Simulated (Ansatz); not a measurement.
Below is the output of a Python script on the Ansatz DFT code, driven from Python that makes harmonic frequencies at the relaxed geometry of AlBClH3O2, SMILES B[O][Al]([OH])[Cl]. Write a script that gives it. Level of theory (for the species named): PBE, def2-SVP basis, multiplicity 1.

```tsv
atom	x (Å)	y (Å)	z (Å)
B	-0.5109	1.4701	0.1069
O	0.7975	1.0490	0.3552
Al	0.7814	-0.7053	-0.1872
O	0.4471	-2.0163	1.0178
Cl	1.3253	-1.2360	-2.2775
H	-1.3806	1.4655	0.9417
H	-0.7980	2.0230	-0.9359
H	-0.5695	-2.1071	0.9231
```

```console
$ python freq.py
pair        before    after (A)
B0-O1        1.3967   1.3458
B0-H5        1.2055   1.2239
B0-H6        1.2147   1.2238
O1-Al2       1.8363   1.6999
Al2-O3       1.8118   1.7026
Al2-Cl4      2.2241   2.0988
O3-H7        1.0250   0.9698
final angle O1-B0-H5: 119.31 deg
final angle O1-B0-H6: 119.31 deg
final angle B0-O1-Al2: 178.28 deg
final angle H5-B0-H6: 121.38 deg
final angle O1-Al2-O3: 117.51 deg
final angle O1-Al2-Cl4: 119.05 deg
final angle O3-Al2-Cl4: 123.43 deg
final angle Al2-O3-H7: 122.49 deg
frequencies (1/cm): 76 89 146 181 236 245 322 466 589 714 901 971 1032 1203 1433 2457 2545 3820
imaginary modes: 0  zero-point energy: 1.0803 eV
T (K)   F_vib (eV)   S_vib (meV/K)   C_vib (meV/K)
 100.0      1.0715        0.2450          0.3582
 200.0      1.0300        0.5748          0.5989
 300.0      0.9584        0.8508          0.7668
 400.0      0.8611        1.0900          0.8972
 500.0      0.7413        1.3015          0.9970
deuterated (1/cm): 68 82 104 171 230 239 243 447 463 682 764 829 862 930 1403 1793 1910 2783
zero-point energy falls by 0.2121 eV
```

One script that gives this output:

`freq.py`:
```python
'''Vibrations and zero-point energy of AlBClH3O2.'''

import itertools

import ansatz as az
from ase.data import atomic_numbers, covalent_radii
import numpy as np


def main() -> None:
    geometry_ang = [
        ('B', [-0.5109, 1.4701, 0.1069]),
        ('O', [0.7975, 1.049, 0.3552]),
        ('Al', [0.7814, -0.7053, -0.1872]),
        ('O', [0.4471, -2.0163, 1.0178]),
        ('Cl', [1.3253, -1.236, -2.2775]),
        ('H', [-1.3806, 1.4655, 0.9417]),
        ('H', [-0.798, 2.023, -0.9359]),
        ('H', [-0.5695, -2.1071, 0.9231]),
    ]
    albclh3o2 = az.Crystal.molecule()
    for symbol, xyz in geometry_ang:
        albclh3o2 = albclh3o2.atom(symbol, xyz)

    base = albclh3o2.calculation()
    base = base.basis(gaussian='def2-SVP')
    base = base.functional('PBE')
    symbols = [site.symbol for site in albclh3o2.cartesian_sites]
    start = np.array([site.position_ang for site in albclh3o2.cartesian_sites], dtype=float)
    data = base.relax(force_tolerance=0.003, max_steps=100).run(threads=1, backend='cpu').report
    end = np.array(data['positions_ang'])

    # pairs closer than 1.2 times the sum of covalent radii, before or after
    radius = [covalent_radii[atomic_numbers[s]] for s in symbols]
    span = lambda where, i, j: np.linalg.norm(where[i] - where[j])
    bonded = [(i, j) for i, j in itertools.combinations(range(len(symbols)), 2) if min(span(start, i, j), span(end, i, j)) < 1.2 * (radius[i] + radius[j])]
    print('pair        before    after (A)')
    for i, j in bonded:
        print(f'{symbols[i]}{i}-{symbols[j]}{j}'.ljust(10), f'{span(start, i, j):8.4f} {span(end, i, j):8.4f}')
    for first, second in list(itertools.combinations(bonded, 2)):
        shared = set(first) & set(second)
        if shared and symbols[(j := shared.pop())] != 'H':
            i, k = sorted((set(first) | set(second)) - {j})
            u, v = end[i] - end[j], end[k] - end[j]
            angle = np.degrees(np.arccos(np.clip(u @ v / np.linalg.norm(u) / np.linalg.norm(v), -1, 1)))
            print(f'final angle {symbols[i]}{i}-{symbols[j]}{j}-{symbols[k]}{k}: {angle:.2f} deg')

    # frequencies need a stationary point, so they are taken at the relaxed geometry
    minimum = az.Crystal.molecule()
    for symbol, place in zip(symbols, end):
        minimum = minimum.atom(symbol, place.tolist())
    vibrating = (
        minimum.calculation()
        .basis(gaussian='def2-SVP')
        .functional('PBE')
        .phonons(temperatures=(100, 500, 100))
    )
    vib = vibrating.run(threads=1, backend='cpu').report['vibrations']
    sums = vib['harmonic_sums']
    modes = [m['omega_inv_cm'] for m in sums['modes_at_gamma'] if m['rigid_motion'] == 'no']
    print('frequencies (1/cm):', ' '.join(f'{w:.0f}' for w in modes))
    print('imaginary modes:', sum(w < 0 for w in modes), ' zero-point energy:', round(sums['zero_point_energy_ev'], 4), 'eV')
    print('T (K)   F_vib (eV)   S_vib (meV/K)   C_vib (meV/K)')
    for row in zip(sums['temperatures_k'], sums['vibrational_free_energy_ev'], vib['entropy_ev_per_k'], vib['heat_capacity_ev_per_k']):
        print(f'{row[0]:6.1f} {row[1]:11.4f} {1000 * row[2]:13.4f} {1000 * row[3]:15.4f}')

    # all hydrogen replaced by deuterium
    heavier = vibrating.phonons(masses={'H': 2.014102}).run(threads=1, backend='cpu').report['vibrations']['harmonic_sums']
    print('deuterated (1/cm):', ' '.join(f'{m["omega_inv_cm"]:.0f}' for m in heavier['modes_at_gamma'] if m['rigid_motion'] == 'no'))
    print('zero-point energy falls by', round(sums['zero_point_energy_ev'] - heavier['zero_point_energy_ev'], 4), 'eV')


if __name__ == '__main__':
    main()
```

Caveats:
- The frequencies are harmonic and unscaled, in a modest basis.
- The result belongs to the one conformer reached from this start, and soft torsions count as harmonic oscillators.
- Timing: 2.7 min on 1 thread of AMD EPYC 9B14 (Zen 4), on a shared host, peak memory 0.23 GiB.
